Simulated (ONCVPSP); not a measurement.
**Pseudopotential generation for Re: ONCV, PBE**

Aim: build the potential from the settings below, then test how well it stands in for the atom: other configurations, scattering, ghost states and the plane-wave cutoff that it needs.

Program: ONCVPSP 4.0.1. Reference atom: PBE, scalar-relativistic, spherical and spin-unpolarised. All values are calculated.

## (1) The design

Typed settings, in words:

```
element                 : rhenium (Re, Z = 75)
type                    : optimised norm-conserving Vanderbilt (ONCV)
frozen core             : [Kr] 4d10
valence charge          : 29
reference configuration : 4f14 5s2 5p6 5d5 6s2
partial waves           : 5s+6s: rc 1.65 bohr, ncon 4, nbas 9, qcut 5.9 1/bohr, 2 projectors; 5p: rc 1.15 bohr, ncon 4, nbas 7, qcut 6.4 1/bohr, 2 projectors, debl 1.3 Ha; 5d: rc 2.50 bohr, ncon 4, nbas 8, qcut 5.9 1/bohr, 3 projectors, debl 0.7 Ha; 4f: rc 0.90 bohr, ncon 4, nbas 9, qcut 17.8 1/bohr, 2 projectors, debl 0.9 Ha
local potential         : polynomial inside 0.65 bohr (lpopt 5, dvloc0 6 Ha)
core correction         : Teter function, fcfact 3.5, rcfact 1.7
```

The nodes and maxima of the atom's own shells, from an earlier all-electron run, set the scale for the radii.

All-electron outer shells of the reference configuration (PBE, scalar-relativistic, ld1.x):

```tsv
shell	level (eV)	outermost node (bohr)	outermost maximum (bohr)
4d	-255.33	0.21	0.44
5s	-85.25	0.52	0.93
5p	-47.01	0.56	1.06
4f	-42.31	–	0.41
6s	-5.94	1.24	2.57
5d	-5.37	0.62	1.41
6p	-1.32	1.48	3.65
```

## (2) The generation run

File Re.dat:

```
# ATOM AND REFERENCE CONFIGURATION
# atsym  z   nc   nv     iexc    psfile
  Re 75.00    9    5        4      upf
#
#   n    l    f
    1    0    2.00
    2    0    2.00
    2    1    6.00
    3    0    2.00
    3    1    6.00
    3    2   10.00
    4    0    2.00
    4    1    6.00
    4    2   10.00
    4    3   14.00
    5    0    2.00
    5    1    6.00
    5    2    5.00
    6    0    2.00
#
# PSEUDOPOTENTIAL AND OPTIMIZATION
# lmax
    3
#
#   l,   rc,      ep,       ncon, nbas, qcut
    0    1.65    0.00    4    9    5.90
    1    1.15    0.00    4    7    6.40
    2    2.50    0.00    4    8    5.90
    3    0.90    0.00    4    9   17.80
#
# LOCAL POTENTIAL
# lloc, lpopt,  rc(5),   dvloc0
    4    5    0.65    6.00
#
# VANDERBILT-KLEINMAN-BYLANDER PROJECTORs
# l, nproj, debl
    0    2    1.40
    1    2    1.30
    2    3    0.70
    3    2    0.90
#
# MODEL CORE CHARGE
# icmod, fcfact, rcfact
    3    3.50    1.70
#
# LOG DERIVATIVE ANALYSIS
# epsh1, epsh2, depsh
   -5.00    5.00    0.04
#
# OUTPUT GRID
# rlmax, drl
    6.00    0.01
#
# TEST CONFIGURATIONS
# ncnf
    4
# nvcnf
#   n    l    f
    5
    4    3   14.00
    5    0    2.00
    5    1    6.00
    5    2    5.00
    6    0    1.00
#
    5
    4    3   14.00
    5    0    2.00
    5    1    6.00
    5    2    5.00
    6    0    0.00
#
    5
    4    3   14.00
    5    0    2.00
    5    1    6.00
    5    2    4.00
    6    0    0.00
#
    5
    4    3   14.00
    5    0    2.00
    5    1    6.00
    5    2    3.00
    6    0    0.00
#
```

The run is started by

```
oncvpsp.x < Re.dat > Re.out
```

What does the calculation give? Wanted: cutoffs for 1 and 0.1 mHa per electron, occupied waves; bound ghosts; GHOST(+) flags; largest test error; largest phase difference near zero energy, channels read; rms error of d²Exc/dn², without and with the model core; projector energies reset by the program.

**Answer**, as computed:

| quantity | value |
| --- | --- |
| cutoffs for 1 and 0.1 mHa per electron, occupied waves | 148 Ha and 232 Ha |
| bound ghosts | s at -444.94 eV |
| GHOST(+) flags | p at -11 eV, d at 47 eV |
| largest test error (AE − PS) | +21 meV, for 4f14 5s2 5p6 5d3 6s0 |
| largest phase difference near zero energy, channels read | 3.142 rad |
| rms error of d²Exc/dn², without and with the model core | 5.26 and 2.70 mHa |
| projector energies reset by the program | p: -1.728, 0.250 Ha; f: -1.555, 0.250 Ha |

**Reading.** It has a bound ghost (s), a state that the atom doesn't have, and that rules the file out. The worst unpolarised test, 4f14 5s2 5p6 5d3 6s0, is off by 21 meV on 92.1 eV; by total energies transferability rates as good. Atomic tests can pass in spite of a ghost, since they solve only for the levels asked. By its cutoff, 148 Ha for the looser tolerance, it is very hard. At the looser tolerance the 4f wave is the slowest; 5p needs 94 Ha. Near zero energy the largest phase difference among the channels read is 3.14 rad, in the p channel. A step near π is an extra or missing state, not a misfit of shape. The pseudo curves have a pole with no partner nearby in the atom's: p at -0.44 Ha. The program also flags highly localised states, GHOST(+) (p, d). These are tests on the free atom; a crystal test is still owed.
